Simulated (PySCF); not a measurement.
**LiHg: from the state search to spectroscopic constants**

An exercise on one series of results from a longer session: the logs are not shown, and one member is left open.

Program: PySCF 2.14.0. Level of theory: Li cc-pVDZ, Hg cc-pVDZ-PP with ECP60, scalar-relativistic core potentials. These are calculated values, not measurements.

The first run:

A driver script around PySCF takes these settings:

* atoms: Li, Hg
* charge: 0
* basis: Li cc-pVDZ, Hg cc-pVDZ-PP with ECP60
* Hamiltonian: scalar-relativistic core potentials
* basis functions: 52
* electrons treated: 23
* masses in u: 7.0160, 201.9706
* levels: PBE0, PBE, r²SCAN, BP86, MN15, M06, CAM-B3LYP, HF, MP2, SCS-MP2
* grid: 80 radial by 434 angular points
* occupations: held fixed by the projection of orbital angular momentum
* dissociation limit: Li + Hg, each in its ground configuration
* starting distance in angstrom: 2.660
* values of 2S to try: 1, 3

Started as:

```sh
$ OMP_NUM_THREADS=1 python dia.py task.json out
```

Steps of the session up to this table: Input; PBE0 along the bond; Higher solutions at PBE0; PBE (GGA); r²SCAN (meta-GGA); BP86 (GGA); MN15 (hybrid meta-GGA); M06; CAM-B3LYP (range-separated hybrid); UHF (mean field).

One of the session's tables, all rows but one given; the rest of the session is left out.

Energy (eV) from each level's lowest point:

```
R (Å)    UHF  UHF-MP2  UHF-SCS-MP2    PBE   BP86
2.609  0.237    0.103        0.124  0.067  0.067
2.731  0.162    0.055        0.072  0.025  0.025
2.852  0.112    0.026        0.039  0.005  0.005
2.943  0.086    0.014        0.023  0.000  0.000
3.034  0.066    0.006        0.013  0.001  0.001
3.125  0.051    0.002        0.006  0.005  0.006
3.246  0.036    0.000        0.002  0.015  0.016
3.398  0.023    0.001        0.000  0.032  0.033
3.580      ?        ?            ?      ?      ?
3.823  0.000    0.013        0.005  0.080  0.082
```

Q: Estimate the row for R (Å) = 3.580 from the others.

Worked estimate for «UHF». A straight line through the neighbours (3.398, 0.023) and (3.823, 0.000) gives 0.023 + (0.000 − 0.023) × (3.580 − 3.398) / (3.823 − 3.398) = 0.013; a parabola fitted to 3 rows on both sides gives 0.011.

**Answer.** UHF: 0.011; UHF-MP2: 0.006; UHF-SCS-MP2: 0.001; PBE: 0.053; BP86: 0.054. In «UHF» the line misses by +0.002 and the parabola by 0.000.

To keep in mind: The bond is weak, and basis-set superposition, which was not computed, may be a sizeable part of it.
